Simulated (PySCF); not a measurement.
**SiBr₂: relaxation and vibrations of the singlet**

Where does singlet SiBr₂ go from a bent start, is the end point a minimum, and what are its modes, charges and moments?

Method: PBE0, basis Si def2-TZVP, Br def2-TZVP, no relativity, density fitting; program: PySCF 2.14.0.

### 1 The system as given

3 atoms, charge 0, spin multiplicity 1.

Bond lengths: Si1–Br2 2.300 Å, Si1–Br3 2.300 Å. Angles: Br2–Si1–Br3 110.0°.

```xyz
3
charge 0 multiplicity 1
Si    0.0000    0.0000    0.0000
Br    1.8840    0.0000    1.3192
Br   -1.8840    0.0000    1.3192
```

### 2 The SCF at the typed geometry

The steps below are one call of a driver around PySCF. For each, scf.py gives the equivalent set-up of the SCF; relaxations use the driver's own optimiser. After this first run the driver tries any further starts and a stability analysis.

The input, scf.py:

```python
from pyscf import gto, scf, dft
mol = gto.M(atom='''
Si     0.000000     0.000000     0.000000
Br     1.884000     0.000000     1.319200
Br    -1.884000     0.000000     1.319200''',
    basis={'Si': 'def2-TZVP', 'Br': 'def2-TZVP'},
    charge=0, spin=0)
mf = dft.RKS(mol, xc='PBE0')
mf.grids.atom_grid = (50, 194)
aux = {'Si': 'def2-universal-JKFIT', 'Br': 'def2-universal-JKFIT'}
mf = mf.density_fit(auxbasis=aux)
mf.conv_tol = 1e-08
mf.diis_space = 10
mf.max_cycle = 60
mf.init_guess = 'minao'
mf.verbose = 4
mf.kernel()
```

On the command line:

```console
$ OMP_NUM_THREADS=4 python axn.py task.json out
```

Log:

```text
init E= -5435.12088918759
  HOMO = -0.249972635293654  LUMO = -0.115387455253536  gap/eV = 3.66225
cycle= 1 E= -5437.11850171798  delta_E=   -2  |g|= 0.433  |ddm|= 1.81
  HOMO = -0.2913981497618  LUMO = -0.162113933646905  gap/eV = 3.51800
cycle= 2 E= -5437.07204523334  delta_E= 0.0465  |g|=  0.5  |ddm|= 0.962
  HOMO = -0.270138422318173  LUMO = -0.109124403230586  gap/eV = 4.38141
cycle= 3 E= -5437.14972193223  delta_E= -0.0777  |g|= 0.175  |ddm|= 0.649
  HOMO = -0.275552050245846  LUMO = -0.118667094271716  gap/eV = 4.26906
cycle= 4 E= -5437.15597477673  delta_E= -0.00625  |g|= 0.0078  |ddm|= 0.14
  HOMO = -0.276727548257151  LUMO = -0.118681578458304  gap/eV = 4.30065
cycle= 5 E= -5437.15598738505  delta_E= -1.26e-05  |g|= 0.0025  |ddm|= 0.0129
  HOMO = -0.276323086445915  LUMO = -0.118301788366004  gap/eV = 4.29998
cycle= 6 E= -5437.1559888175  delta_E= -1.43e-06  |g|= 0.000481  |ddm|= 0.00314
  HOMO = -0.27628528008025  LUMO = -0.118274282501979  gap/eV = 4.29970
cycle= 7 E= -5437.15598888878  delta_E= -7.13e-08  |g|= 0.000128  |ddm|= 0.000592
  HOMO = -0.276300451997404  LUMO = -0.118290924720844  gap/eV = 4.29966
cycle= 8 E= -5437.15598889571  delta_E= -6.94e-09  |g|= 4.03e-05  |ddm|= 0.000257
  HOMO = -0.276303644841022  LUMO = -0.118297227865796  gap/eV = 4.29957
Extra cycle  E= -5437.15598889575  delta_E= -3.64e-11  |g|= 4.15e-05  |ddm|= 6.94e-05
converged SCF energy = -5437.15598889575
```

This step, with its further starts and checks, took 11 s on 4 threads of Arm Neoverse V1, shared host.

Energies from each starting density:

```tsv
start	energy (Eh)
the minimal-basis guess	-5437.155989
a thermally smeared density	-5437.155989
a smeared PBE density	-5437.155989
```

The test of internal stability and the other starts found no lower closed-shell solution.

### 3 Bent start, singlet: relaxation

The program finds C2v symmetry in the start, which this walk keeps. The walk stops when the largest gradient is under 0.0003 Eh/bohr and the energy has settled too.

Edit scf.py of step 2 so:

```diff
@@ -3,3 +3,3 @@
-Si     0.000000     0.000000     0.000000
-Br     1.884000     0.000000     1.319200
-Br    -1.884000     0.000000     1.319200''',
+Si     0.000000     0.000000    -1.120575
+Br     1.884000     0.000000     0.198625
+Br    -1.884000     0.000000     0.198625''',
@@ -15 +14,0 @@
-mf.init_guess = 'minao'
```

Steps of the walk:

```tsv
step	energy (Eh)	change (kJ/mol)	largest symmetric gradient (Eh/bohr)
0	-5437.155989	0.00	0.01341
1	-5437.158255	-5.95	0.00767
2	-5437.159164	-8.34	0.00105
3	-5437.159180	-8.38	0.00009
4	-5437.159180	-8.38	0.00001
```

The walk took 9.6 s.

Geometry (Å) and forces (eV/Å) at some steps:

```
step 0
Si   0.000   0.000  -1.121   0.000   0.000   0.253
Br   1.884   0.000   0.199  -0.690   0.000  -0.126
Br  -1.884   0.000   0.199   0.690   0.000  -0.126
step 1
Si   0.000   0.000  -1.153   0.000   0.000   0.152
Br   1.819   0.000   0.215  -0.395   0.000  -0.076
Br  -1.819   0.000   0.215   0.395   0.000  -0.076
step 2
Si   0.000   0.000  -1.190   0.000   0.000  -0.015
Br   1.738   0.000   0.233   0.054   0.000   0.007
Br  -1.738   0.000   0.233  -0.054   0.000   0.007
step 3
Si   0.000   0.000  -1.185   0.000   0.000  -0.001
Br   1.748   0.000   0.231  -0.005   0.000   0.000
Br  -1.748   0.000   0.231   0.005   0.000   0.000
step 4
Si   0.000   0.000  -1.186   0.000   0.000   0.001
Br   1.747   0.000   0.231   0.000   0.000   0.000
Br  -1.747   0.000   0.231   0.000   0.000   0.000
```

After 4 steps and 8.4 kJ/mol it ends at C2v: Si–Br 2.249 Å (×2); Br–Si–Br 101.9°.

### 4 Frequencies

On the finer grid the gradient is checked again; gradients at displacements of ±0.02 bohr then give force constants and infrared intensities.

Edit scf.py of step 3 so:

```diff
@@ -3,3 +3,3 @@
-Si     0.000000     0.000000    -1.120575
-Br     1.884000     0.000000     0.198625
-Br    -1.884000     0.000000     0.198625''',
+Si     0.000000     0.000000    -1.202966
+Br     1.747602     0.000000     0.213065
+Br    -1.747602     0.000000     0.213065''',
@@ -9 +9 @@
-mf.grids.atom_grid = (50, 194)
+mf.grids.atom_grid = (75, 302)
@@ -12 +12 @@
-mf.conv_tol = 1e-08
+mf.conv_tol = 1e-10
```

This SCF starts from the last density.

Log of the central SCF (cycles and frontier levels):

```text
init E= -5437.15901225875
  HOMO = -0.277022223032963  LUMO = -0.113089174339528  gap/eV = 4.46085
cycle= 1 E= -5437.15901225873  delta_E= 1.36e-11  |g|= 1.2e-05  |ddm|= 1.86e-05
  HOMO = -0.277020533809367  LUMO = -0.113086510658453  gap/eV = 4.46087
cycle= 2 E= -5437.15901225866  delta_E= 7.28e-11  |g|= 1.9e-05  |ddm|= 2.94e-05
  HOMO = -0.277021493621541  LUMO = -0.11308806876292  gap/eV = 4.46086
cycle= 3 E= -5437.15901225878  delta_E= -1.16e-10  |g|= 5.09e-07  |ddm|= 1.8e-05
  HOMO = -0.277021529197761  LUMO = -0.11308810593964  gap/eV = 4.46086
cycle= 4 E= -5437.15901225878  delta_E= -8.19e-12  |g|= 2.19e-08  |ddm|= 3.52e-07
  HOMO = -0.277021529370989  LUMO = -0.113088104732034  gap/eV = 4.46086
Extra cycle  E= -5437.15901225876  delta_E= 2.73e-11  |g|= 2.1e-08  |ddm|= 4.26e-08
converged SCF energy = -5437.15901225876
```

The whole step took 26 s.

Geometry: C2v; Si–Br 2.249 Å (×2); Br–Si–Br 102.0°.

Harmonic modes (main isotopes):

```tsv
symmetry	ω (cm⁻¹)	IR (km/mol)	μ (u)
a1	124	0.2	66.50
b2	408	155	32.78
a1	408	49.3	33.44
```

Every mode is real; the point is a minimum.

Constants and moments:

```
Dipole moment                                                   : 0.86 D
Highest occupied level                                          : -7.54 eV
Lowest empty level                                              : -3.08 eV
Rotational constants                                            : 0.3538, 0.03497, 0.03182 cm⁻¹
Zero-point energy                                               : 5.6 kJ/mol
Principal polarisabilities                                      : 47.2, 65.8, 91.4 bohr³
Atomisation energy without zero-point energy                    : 750 kJ/mol
Principal traceless quadrupole moments about the centre of mass : -2.67, 0.41, 2.25 D Å
Entropy at 298.15 K and 1 bar                                   : 305.1 J/(mol K)
Heat capacity Cp at 298.15 K                                    : 53.5 J/(mol K)
Enthalpy at 298.15 K above 0 K                                  : 13.31 kJ/mol
Rotational symmetry number                                      : 2
```

Charges (e) and bond orders:

| atom | Mulliken | Löwdin | polar tensor | Mayer order to Si1 |
| --- | --- | --- | --- | --- |
| Si1 | 0.37 | -0.27 | 1.01 | – |
| Br2,3 | -0.19 | 0.14 | -0.51 | 1.23 |

Outer orbital energies (eV). occupied: -21.67, -14.00, -10.80, -9.82, -9.68, -8.89, -8.46, -7.54; empty: -3.08, -0.38, -0.34, 3.15.

Mulliken populations on Si1: s 5.83, p 7.49, d 0.27, f 0.04.

### 5 Would spin polarisation lower it?

At the lowest minimum the closed shell is tested against spin polarisation, on the (50, 194) grid. It is stable.

### 6 Results

| quantity | value |
| --- | --- |
| minimum | singlet, C2v |
| geometry | Si–Br 2.249 Å (×2); Br–Si–Br 102.0° |
| wavenumbers (cm⁻¹) | 124 (a1), 408 (b2), 408 (a1) |
| dipole moment | 0.86 D |
| highest occupied, lowest empty level | -7.54, -3.08 eV |
| polar-tensor charge of Si1 | +1.01 e |
| zero-point energy | 5.6 kJ/mol |
| entropy at 298.15 K | 305.1 J/(mol K) |
| atomisation energy (no zero-point energy) | 750 kJ/mol |

In words: The molecule stays C2v, as typed, and the end point is a minimum. In the infrared the band at 408 cm⁻¹ (b2) leads. Only this shape and spin were tried, so other structures or states may lie lower.

The search up to here took 52 s on 4 threads of Arm Neoverse V1, shared host.
